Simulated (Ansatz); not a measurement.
**C13H10N2: structure and electronic state**

What does C13H10N2 look like as a singlet, and where do its frontier electrons sit?

The runs use Ansatz 0.2.0, Gaussian basis; RKS PBE0-D4/def2-TZVP.

The runs, in order: relaxation at r2SCAN-D4/def2-SVP; a single point at PBE0-D4/def2-TZVP.

3 further runs of the same task are left out: 3 that didn't finish.

### Step 1. The starting structure

SMILES `N#Cc1ccc(C23CC(C#N)(C2)C3)cc1`, 25 atoms, charge 0, spin multiplicity 1.

Atoms are counted from 1 here; the program's logs count them from 0.

Bond lengths: N1–C2 1.146 Å, C2–C3 1.414 Å, C3–C4 1.396 Å, C3–C15 1.395 Å, C4–C5 1.379 Å, C4–H16 1.080 Å, C5–C6 1.393 Å, C5–H17 1.080 Å, C6–C7 1.478 Å, C6–C14 1.392 Å, C7–C8 1.542 Å, C7–C12 1.548 Å, C7–C13 1.548 Å, C8–C9 1.547 Å, C8–H18 1.088 Å, C8–H19 1.088 Å, C9–C10 1.419 Å, C9–C12 1.545 Å and more. Angles: N1–C2–C3 179.9°, C2–C3–C4 119.9°, C2–C3–C15 120.0°, C4–C3–C15 120.1°, C3–C4–C5 119.7°, C3–C4–H16 119.7°, C5–C4–H16 120.6°, C4–C5–C6 120.6°, C4–C5–H17 119.8°, C6–C5–H17 119.6°, C5–C6–C7 119.8°, C5–C6–C14 119.4°, C7–C6–C14 120.8°, C6–C7–C8 127.8°, C6–C7–C12 126.8°, C6–C7–C13 127.0°, C8–C7–C12 87.3°, C8–C7–C13 87.3° and more.

The start is a GFN2-xTB geometry.

### Step 2. Relaxation at r2SCAN-D4/def2-SVP

in.yaml reads:

```yaml
crystal:
  periodic: [false, false, false]
  atoms:
    - {symbol: N, position_ang: [5.856310, -0.637980, 0.066310]}
    - {symbol: C, position_ang: [4.716980, -0.512630, 0.059900]}
    - {symbol: C, position_ang: [3.311740, -0.358570, 0.049500]}
    - {symbol: C, position_ang: [2.609830, -0.454840, -1.152930]}
    - {symbol: C, position_ang: [1.239060, -0.305000, -1.156950]}
    - {symbol: C, position_ang: [0.548930, -0.057670, 0.027890]}
    - {symbol: C, position_ang: [-0.919960, 0.100880, 0.003240]}
    - {symbol: C, position_ang: [-1.861650, 0.377090, 1.192710]}
    - {symbol: C, position_ang: [-2.778050, 0.300470, -0.050790]}
    - {symbol: C, position_ang: [-4.188660, 0.450040, -0.091410]}
    - {symbol: N, position_ang: [-5.326860, 0.570070, -0.125520]}
    - {symbol: C, position_ang: [-1.726130, 1.159840, -0.787410]}
    - {symbol: C, position_ang: [-1.960380, -0.936190, -0.485590]}
    - {symbol: C, position_ang: [1.255830, 0.038010, 1.222900]}
    - {symbol: C, position_ang: [2.628160, -0.110260, 1.239810]}
    - {symbol: H, position_ang: [3.145430, -0.645280, -2.071220]}
    - {symbol: H, position_ang: [0.693820, -0.379730, -2.085780]}
    - {symbol: H, position_ang: [-1.979930, -0.416930, 1.927190]}
    - {symbol: H, position_ang: [-1.783180, 1.350060, 1.673470]}
    - {symbol: H, position_ang: [-1.713620, 1.088130, -1.872580]}
    - {symbol: H, position_ang: [-1.626140, 2.193120, -0.462150]}
    - {symbol: H, position_ang: [-1.967370, -1.174350, -1.546750]}
    - {symbol: H, position_ang: [-2.076490, -1.833740, 0.117940]}
    - {symbol: H, position_ang: [0.723580, 0.230710, 2.142370]}
    - {symbol: H, position_ang: [3.178750, -0.035290, 2.165860]}
basis:
  gaussian: {orbitals: def2-SVP}
hamiltonian: {xc: r2scan, dispersion: d4}
scf: {lower_state_search: "off"}
output: {orbitals: {seedname: orbitals}}
relax: {f_tol: 0.03, max_steps: 70}
```

Started as:

```bash
ansatz run in.yaml --threads 4 --pin off --events-out ev --progress --plain --max-ram 6963MiB
```

The runs that follow: Single point, PBE0-D4/def2-TZVP.

Q: Predict the results of all the runs planned. Wanted: point group; commonest bond, hydrogen aside; HOMO, LUMO at PBE0-D4/def2-TZVP; dipole at r2SCAN-D4/def2-SVP.

As calculated:

| quantity | value |
| --- | --- |
| point group | Cs |
| commonest bond, hydrogen aside | C–C, 15 of mean length 1.475 Å |
| HOMO, LUMO at PBE0-D4/def2-TZVP | -7.76, -1.96 eV |
| dipole at r2SCAN-D4/def2-SVP | 0.49 D |

What this shows: The molecule keeps its bonding pattern by the stored test; the atoms moved 0.03 Å (rms). No usable vibrations, so a minimum isn't proven. The HOMO lies nearest to C3, C6 about 20 % each; N1 15 % and the LUMO to C3, C6 about 19 % each; N1 12 %. The point group is read from a loosely relaxed geometry; soft torsions can leave it below the true symmetry.
